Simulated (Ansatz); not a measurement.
**CH5FN2OSi: one species, many methods**

Aim: compute CH5FN2OSi with functionals from several rungs and with coupled cluster, and see how far each lands from CCSD(T) at the basis-set limit for the atomisation energy.

Method: functionals in def2-TZVPP, the program's frozen cores in correlated methods; program: Ansatz 0.2.0, Gaussian basis.

Levels to be run: PBE-D4, r2SCAN-D4, PBE0-D4, B3LYP-D4, ωB97X-V, ωB97M-V, B2PLYP; CCSD(T)/def2-TZVPP; MP2/def2-QZVPP; extrapolation to the limit.

### Step 1. The geometry

The geometry comes from an earlier relaxation with PBE0-D4 in a triple-zeta def2 set; it is a stationary point, not always the lowest conformer.

11 atoms, charge 0, spin multiplicity 1.

Atoms are counted from 1 here; the program's logs count them from 0.

Bond lengths: N1–Si2 1.689 Å, N1–H7 1.006 Å, N1–H8 1.006 Å, Si2–N3 1.692 Å, Si2–C4 1.848 Å, Si2–H9 1.479 Å, N3–C4 1.433 Å, N3–H10 1.009 Å, C4–O5 1.369 Å, C4–F6 1.390 Å, O5–H11 0.967 Å. Angles: Si2–N1–H7 121.8°, Si2–N1–H8 122.8°, H7–N1–H8 113.3°, N1–Si2–N3 119.6°, N1–Si2–C4 128.8°, N1–Si2–H9 107.4°, N3–Si2–C4 47.5°, N3–Si2–H9 122.2°, C4–Si2–H9 120.0°, Si2–N3–C4 72.0°, Si2–N3–H10 151.4°, C4–N3–H10 126.6°, Si2–C4–N3 60.5°, Si2–C4–O5 127.0°, Si2–C4–F6 120.6°, N3–C4–O5 119.2°, N3–C4–F6 112.2°, O5–C4–F6 108.2° and more.

As a file:

```xyz
11
CH5FN2OSi
N    -1.27624   -1.65857   -0.08820
Si   -0.10028   -0.58949   -0.65899
N     1.13270   -0.07177    0.37726
C     0.36571    1.07601   -0.00779
O    -0.28715    1.79598    0.95575
F     1.10078    1.96090   -0.78780
H    -1.83227   -2.21773   -0.71213
H    -1.65220   -1.60832    0.84357
H     0.15091   -0.92550   -2.07711
H     2.09410   -0.07803    0.68303
H     0.36924    2.25942    1.49290
```

### Step 2. PBE-D4 (GGA)

in.yaml

```yaml
crystal:
  periodic: [false, false, false]
  atoms:
    - {symbol: N, position_ang: [-1.276238, -1.658566, -0.088200]}
    - {symbol: Si, position_ang: [-0.100279, -0.589489, -0.658990]}
    - {symbol: N, position_ang: [1.132697, -0.071766, 0.377258]}
    - {symbol: C, position_ang: [0.365706, 1.076007, -0.007786]}
    - {symbol: O, position_ang: [-0.287148, 1.795977, 0.955748]}
    - {symbol: F, position_ang: [1.100784, 1.960902, -0.787800]}
    - {symbol: H, position_ang: [-1.832274, -2.217731, -0.712126]}
    - {symbol: H, position_ang: [-1.652200, -1.608319, 0.843570]}
    - {symbol: H, position_ang: [0.150909, -0.925498, -2.077106]}
    - {symbol: H, position_ang: [2.094099, -0.078035, 0.683027]}
    - {symbol: H, position_ang: [0.369243, 2.259419, 1.492905]}
basis:
  gaussian: {orbitals: def2-TZVPP}
hamiltonian: {xc: pbe, dispersion: d4}
output: {forces: true, orbitals: {seedname: orbitals}}
```

Run with:

```bash
ansatz run in.yaml --threads 4 --pin off --events-out ev --progress --plain --max-ram 10444MiB
```

The runs that follow: r2SCAN-D4 (meta-GGA); PBE0-D4 (hybrid); B3LYP-D4 (hybrid); ωB97X-V (range-separated); ωB97M-V (range-separated); B2PLYP (double hybrid); CCSD(T) in def2-TZVPP; MP2 in def2-QZVPP.

Q: Predict the results of all the runs planned. Wanted: atomisation energy, CCSD(T)/CBS; farthest; mean size of error, hybrid; mean size of error, range-separated; gap, smallest and largest; T1 diagnostic; triples share of the correlation energy.

As calculated:

| quantity | value |
| --- | --- |
| atomisation energy, CCSD(T)/CBS | 41.839 eV |
| functionals within 0.209 eV (0.5 %) | r2SCAN-D4, PBE0-D4, B3LYP-D4 |
| farthest | PBE-D4 (+1.478 eV) |
| mean size of error, hybrid | 0.041 eV |
| mean size of error, range-separated | 0.317 eV |
| gap, smallest and largest | 5.56 eV (PBE-D4), 12.05 eV (ωB97X-V) |
| T1 diagnostic | 0.0123 |
| triples share of the correlation energy | 3.8 % |

PBE-D4 misses by +1.478 eV. Double hybrids carry the basis error of their MP2 part in triple zeta, and no dispersion term here, so their miss is partly the set-up's. The reference freezes the cores and leaves out relativity and excitations past (T), so misses under about 0.209 eV can't be ranked. Hartree-Fock recovers 65 % of the binding; the rest is correlation. Orbital gaps span 5.6 to 12.1 eV; exact exchange widens them.
